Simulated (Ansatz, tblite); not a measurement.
# SiO2 with GFN1-xTB from a Python script

These are simulated results from tblite 0.8.0, not measurements. The cell began as a measured structure and was relaxed with r2SCAN in plane waves (Ansatz 0.2.0). All runs are without spin polarisation.

It is tetragonal, P4_2/mnm (No. 136); a = 4.185 Å, c = 2.669 Å in the conventional setting, 7.79 Å³ an atom. Around Si lie 6 O at 1.76–1.81 Å; around O lie 3 Si at 1.76–1.81 Å.

tblite solves periodic systems at the zone centre alone, so the script builds a cluster of 2×2×4 conventional cells (96 atoms), which folds in a coarse mesh of k points.

Input script:

```python
import json
from ase import Atoms
from ase.build import make_supercell
from ase.units import Bohr, GPa, Hartree
from tblite.interface import Calculator

atoms = Atoms(['Si', 'Si', 'O', 'O', 'O', 'O'],
              cell=[[4.18518948, 0.0, 0.0], [0.0, 4.18518948, 0.0], [0.0, 0.0, 2.66883957]],
              scaled_positions=[[0.0, 0.0, 0.0], [0.5, 0.5, 0.5], [0.306101038, 0.306101038, 0.0], [0.193898962, 0.806101038, 0.5], [0.693898962, 0.693898962, 0.0], [0.806101038, 0.193898962, 0.5]],
              pbc=True)
cluster = make_supercell(atoms, [[2, 0, 0], [0, 2, 0], [0, 0, 4]])
calc = Calculator('GFN1-xTB', cluster.numbers, cluster.positions / Bohr, lattice=cluster.cell[:] / Bohr, periodic=cluster.pbc)
calc.set('temperature', 0.02 / Hartree)
calc.set('max-iter', 150)
res = calc.singlepoint()
levels = res.get('orbital-energies') * Hartree
nv = round(res.get('orbital-occupations').sum() / 2)
cells = len(cluster) // len(atoms)
out = {'energy_per_cell': res.get('energy') * Hartree / cells, 'homo': levels[nv - 1], 'lumo': levels[nv],
       'stress': (-res.get('virial') * Hartree / cluster.get_volume() / GPa).tolist(), 'charges': res.get('charges')[:len(atoms)].tolist(), 'electrons': 2 * nv / cells}
json.dump(out, open('results.json', 'w'))
for key, value in out.items():
    print(key, value)
```

Command: `python run.py`. It took 4.8 s on 1 thread of Arm Neoverse V1, on a shared host, peak memory 0.13 GiB.

The log:

```
------------------------------------------------------------
  cycle        total energy    energy error   density error
------------------------------------------------------------
      1     -327.7856107575  -3.2831763E+02   1.0498385E+00
      2     -306.8784458692   2.0907165E+01   1.0757331E+00
      3     -354.1506662427  -4.7272220E+01   5.4493559E-01
      4     -365.1164486198  -1.0965782E+01   9.5391857E-02
      5     -365.6613514700  -5.4490285E-01   3.9315786E-02
      6     -365.7790871778  -1.1773571E-01   1.1559111E-03
      7     -365.7791790211  -9.1843306E-05   1.4073780E-04
      8     -365.7791770906   1.9305198E-06   1.2500916E-04
      9     -365.7791800047  -2.9140925E-06   2.0382599E-05
     10     -365.7791800340  -2.9350190E-08   5.1228700E-06
------------------------------------------------------------

 total:                                   4.131 sec
energy_per_cell -622.0849042238788
homo -18.70796253315243
lumo -11.989431284671598
stress [[30.863026380235773, 1.712534143099539e-05, 1.8429204484013448e-05], [1.7125341429526205e-05, 30.86302638023586, 1.8429204509647982e-05], [1.842920448413492e-05, 1.8429204509124017e-05, 31.60606600757195]]
charges [0.46065259576314954, 0.4606021090340655, -0.23031123566875666, -0.23030849975465295, -0.230308429713872, -0.23030849975464185]
electrons 32.0
```

The cycle table is in hartree for the whole cluster, and the lines after it are in eV (the energy for one cell). The printed stress is in GPa and positive in compression, and the pressure is its mean diagonal.

GFN1-xTB gives a gap of 6.72 eV. On the same cell, plane-wave PBE (Ansatz, 6×6×10 k points and the special points) gives a gap of 5.56 eV and r2SCAN a gap of 6.51 eV; on shared hosts these took about 4.4 and 10 core-seconds on the 6-atom cell, against 4.8 for the script. Semilocal gaps usually lie below measured ones. xTB was fitted to molecules, so gaps, charges and pressures of solids can be far off, and the gap also depends on the size of the cluster.

The same script was run on cells scaled at fixed shape and fractional coordinates:

| volume (Å³/atom) | energy (meV/atom) | pressure (GPa, positive in compression) | gap (eV) |
| --- | --- | --- | --- |
| 6.86 | 354.2 | 96.91 | 8.63 |
| 7.32 | 129.6 | 59.00 | 7.60 |
| 7.79 | 0.0 | 31.11 | 6.72 |
| 8.26 | -59.0 | 10.35 | 5.95 |
| 8.73 | -65.4 | -5.28 | 5.27 |

A Birch-Murnaghan fit puts the minimum at 8.55 Å³/atom, 9.8 % above the given cell, with a bulk modulus of 274 GPa at fixed shape.

xTB was fitted mostly to molecules, and a small cluster samples few k points, so gaps, pressures and kinks along a curve can be far from a solid's.
